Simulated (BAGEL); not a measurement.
# C3H4B (SMILES BC1=C[CH]1): UHF/STO-3G (density fitting with qzvpp-jkfit)

What is the energy change on altering one bond length of C3H4B at UHF/STO-3G (density fitting with qzvpp-jkfit)? 

The calculation is run with BAGEL 1.2.2.

1 further run of the same task is left out (set aside as unsound or not needed).

### Step 1. The molecule

C3H4B has 8 atoms, charge 0, and is taken as a doublet. SMILES: `BC1=C[CH]1`. Geometry: relaxed at GFN2-xTB.

Bond lengths: B1–C2 1.479 Å, C2–C3 1.447 Å, C2–C4 1.446 Å, C3–C4 1.331 Å, B1–H5 1.173 Å, B1–H6 1.173 Å, C3–H7 1.064 Å, C4–H8 1.064 Å. Some angles: B1–C2–C3 152.5°, B1–C2–C4 152.7°, C3–C2–C4 54.8°, C2–C3–C4 62.6°, C2–C4–C3 62.6°, C2–B1–H5 119.5°, C2–B1–H6 119.6°, C2–C3–H7 149.3°, C4–C3–H7 148.1°, C2–C4–H8 149.1°.

### Step 2. A single-point energy at UHF/STO-3G (density fitting with qzvpp-jkfit)

Input file job.json:

```json
{ "bagel": [

{
  "title": "molecule",
  "basis": "sto-3g",
  "df_basis": "qzvpp-jkfit",
  "angstrom": "true",
  "geometry": [
    { "atom": "B", "xyz": [   -0.800210,    1.269480,   -0.434340 ] },
    { "atom": "C", "xyz": [   -0.042990,    0.068090,   -0.020810 ] },
    { "atom": "C", "xyz": [    1.107340,   -0.807640,   -0.081610 ] },
    { "atom": "C", "xyz": [    0.124400,   -1.143380,    0.750880 ] },
    { "atom": "H", "xyz": [   -0.337820,    1.999830,   -1.226960 ] },
    { "atom": "H", "xyz": [   -1.855020,    1.478980,    0.034730 ] },
    { "atom": "H", "xyz": [    2.060660,   -1.038380,   -0.493720 ] },
    { "atom": "H", "xyz": [   -0.256360,   -1.826990,    1.471830 ] }
  ]
},
{ "title": "uhf", "nopen": 1 },
{ "title": "print", "file": "orbitals.molden", "orbitals": "true" }

]}
```

Command:

```sh
$ BAGEL_NUM_THREADS=1 BAGEL job.json > job.out
```

The program printed:

```text
* using 1 threads per process

  ===============================================================
  ===============================================================

  *** Geometry ***

  { "atom" : "B", "xyz" : [     -1.512178,      2.398970,     -0.820784 ] },
  { "atom" : "C", "xyz" : [     -0.081239,      0.128671,     -0.039325 ] },
  { "atom" : "C", "xyz" : [      2.092569,     -1.526218,     -0.154221 ] },
  { "atom" : "C", "xyz" : [      0.235082,     -2.160675,      1.418958 ] },
  { "atom" : "H", "xyz" : [     -0.638387,      3.779131,     -2.318618 ] },
  { "atom" : "H", "xyz" : [     -3.505480,      2.794867,      0.065630 ] },
  { "atom" : "H", "xyz" : [      3.894083,     -1.962254,     -0.932996 ] },
  { "atom" : "H", "xyz" : [     -0.484450,     -3.452511,      2.781356 ] },

  Number of auxiliary basis functions:      372

  Since a DF basis is specified, we compute 2- and 3-index integrals:
    o Being stored without compression. Storage requirement is 0.002 GB

  Number of basis functions:       24
  Number of electrons      :       27

    * METHOD: MOLECULE                             0.08

  *** Open-shell HF ***

  === Nuclear Repulsion ===
    87.1223947340

      * DIIS with orbital gradients will be used.

  === UHF iteration (sto-3g) ===
      0       -138.67878246          0.02643448           0.01
      1       -138.72965416          0.00825044           0.01
      2       -138.73463660          0.00297071           0.01
      3       -138.73570233          0.00156326           0.01
      4       -138.73629800          0.00083848           0.01
      5       -138.73664263          0.00025068           0.01
      6       -138.73668976          0.00008693           0.01
      7       -138.73669564          0.00005061           0.01
      8       -138.73669904          0.00000850           0.01
      9       -138.73669913          0.00000584           0.01
     10       -138.73669916          0.00000394           0.01
     11       -138.73669919          0.00000418           0.01
     12       -138.73669917          0.00000411           0.01
     13       -138.73669891          0.00000278           0.01
     14       -138.73669877          0.00000138           0.01
     15       -138.73669875          0.00000048           0.01
     16       -138.73669875          0.00000023           0.01
     17       -138.73669875          0.00000021           0.01
     18       -138.73669875          0.00000020           0.01
     19       -138.73669875          0.00000019           0.01
     20       -138.73669875          0.00000015           0.01
     21       -138.73669875          0.00000008           0.01
     22       -138.73669875          0.00000005           0.01
     23       -138.73669875          0.00000002           0.01
     24       -138.73669875          0.00000001           0.01
     25       -138.73669875          0.00000000           0.01
    * SCF iteration converged.

    * S^2 (UHF) is 0.7545

    * Permanent dipole moment:
           (   -0.584624,     0.926166,    -0.315564) a.u.

    * METHOD: UHF                                  0.29

    * METHOD: PRINT                                0.00

  ===============================================================
```

Wall time 0.52 s (1 thread of Arm Neoverse V2, shared host).

### Step 3. The distorted shape at the same level

Input file input.json:

```json
{ "bagel": [

{
  "title": "molecule",
  "basis": "sto-3g",
  "df_basis": "qzvpp-jkfit",
  "angstrom": true,
  "geometry": [
    { "atom": "B", "xyz": [   -0.743091,    1.372031,   -0.542492 ] },
    { "atom": "C", "xyz": [    0.014129,    0.170641,   -0.128962 ] },
    { "atom": "C", "xyz": [    1.164459,   -0.705089,   -0.189762 ] },
    { "atom": "C", "xyz": [    0.181519,   -1.040829,    0.642728 ] },
    { "atom": "H", "xyz": [   -0.280701,    2.102381,   -1.335112 ] },
    { "atom": "H", "xyz": [   -1.797901,    1.581531,   -0.073422 ] },
    { "atom": "H", "xyz": [    2.117779,   -0.935829,   -0.601872 ] },
    { "atom": "H", "xyz": [   -0.256360,   -1.826990,    1.471830 ] }
  ]
},
{
  "title": "uhf",
  "nopen": 1
},
{
  "title": "print",
  "file": "orbitals.molden",
  "orbitals": true
}

]}
```

Command:

```sh
$ BAGEL_NUM_THREADS=1 BAGEL input.json > input.out
```

The program printed:

```text
* using 1 threads per process

  ===============================================================
  ===============================================================

  *** Geometry ***

  { "atom" : "B", "xyz" : [     -1.404238,      2.592763,     -1.025161 ] },
  { "atom" : "C", "xyz" : [      0.026700,      0.322465,     -0.243703 ] },
  { "atom" : "C", "xyz" : [      2.200509,     -1.332425,     -0.358598 ] },
  { "atom" : "C", "xyz" : [      0.343021,     -1.966882,      1.214580 ] },
  { "atom" : "H", "xyz" : [     -0.530448,      3.972924,     -2.522996 ] },
  { "atom" : "H", "xyz" : [     -3.397540,      2.988660,     -0.138747 ] },
  { "atom" : "H", "xyz" : [      4.002022,     -1.768461,     -1.137373 ] },
  { "atom" : "H", "xyz" : [     -0.484450,     -3.452511,      2.781356 ] },

  Number of auxiliary basis functions:      372

  Since a DF basis is specified, we compute 2- and 3-index integrals:
    o Being stored without compression. Storage requirement is 0.002 GB

  Number of basis functions:       24
  Number of electrons      :       27

    * METHOD: MOLECULE                             0.08

  *** Open-shell HF ***

  === Nuclear Repulsion ===
    86.5306193448

      * DIIS with orbital gradients will be used.

  === UHF iteration (sto-3g) ===
      0       -138.66297818          0.02684244           0.01
      1       -138.71482986          0.00849502           0.01
      2       -138.72001803          0.00303098           0.01
      3       -138.72111022          0.00158955           0.01
      4       -138.72170776          0.00084463           0.01
      5       -138.72205061          0.00031195           0.01
      6       -138.72212856          0.00013711           0.01
      7       -138.72214079          0.00009958           0.01
      8       -138.72215980          0.00009073           0.01
      9       -138.72217644          0.00008488           0.01
     10       -138.72217556          0.00008477           0.01
     11       -138.72213172          0.00007500           0.01
     12       -138.72201567          0.00005709           0.01
     13       -138.72199023          0.00005055           0.01
     14       -138.72197473          0.00003215           0.01
     15       -138.72196855          0.00003633           0.01
     16       -138.72196799          0.00009055           0.01
     17       -138.72196887          0.00000614           0.01
     18       -138.72196856          0.00000131           0.01
     19       -138.72196856          0.00000081           0.01
     20       -138.72196855          0.00000023           0.01
     21       -138.72196855          0.00000009           0.01
     22       -138.72196855          0.00000001           0.01
     23       -138.72196855          0.00000001           0.01
    * SCF iteration converged.

    * S^2 (UHF) is 0.7656

    * Permanent dipole moment:
           (   -0.579357,     0.956601,    -0.340570) a.u.

    * METHOD: UHF                                  0.27

    * METHOD: PRINT                                0.00

  ===============================================================
```

Run time: 0.5 s. Hardware: 1 thread of Arm Neoverse V2, shared host.

### Step 4. What came out

Level: UHF/STO-3G (density fitting with qzvpp-jkfit).

```
                                                         quantity          value
                                        first shape: total energy  -138.73670 Eh
                                       first shape: dipole moment         2.90 D
                                                first shape: ⟨S²⟩          0.754
                                    distorted shape: total energy  -138.72197 Eh
                                   distorted shape: dipole moment         2.97 D
                                            distorted shape: ⟨S²⟩          0.766
energy change with the C4–H8 bond stretched from 1.064 to 1.224 Å       0.401 eV
```

What this shows: With the C4–H8 bond stretched from 1.064 to 1.224 Å the energy rises by 0.40 eV (9.2 kcal/mol). The first shape isn't relaxed at this level, so the change isn't measured from a minimum. The minimal basis adds a large error of its own.
